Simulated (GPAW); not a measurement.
TiMo3:

```
CELL_PARAMETERS angstrom
-1.58260 2.21052 4.47508
1.58260 -2.21052 4.47508
1.58260 2.21052 -4.47508
ATOMIC_POSITIONS crystal
Mo 0.00000 0.50000 0.50000
Mo 0.24341 0.24341 0.00000
Mo 0.75659 0.75659 0.00000
Ti 0.50000 0.00000 0.50000
```

The cell comes from a database or a generator and needn't be the stable form of this composition.

Base run:

| Quantity | Value |
| --- | --- |
| Program | GPAW 26.7.0 |
| Functional | PBEsol |
| Potentials or basis | PAW data sets generated in the run's folder for this functional |
| Cutoff | 600 eV |
| Basis | pw |
| k mesh | 7 × 7 × 7 |
| Occupations | fermi-dirac, width 0.05 eV |
| Spin | no spin polarisation |

Its results: pressure -6.0 GPa; largest force 0.012 eV/Å.

Question: The run is repeated on the same cell with these changes: functional from PBEsol to LDA; potentials or basis from PAW data sets generated in the run's folder for this functional to the program's PAW data sets (release 1.2.1) made for this functional. What comes out?

Answer: Pressure -11.1 GPa; largest force 0.009 eV/Å.

Not every run made on this cell is shown here.
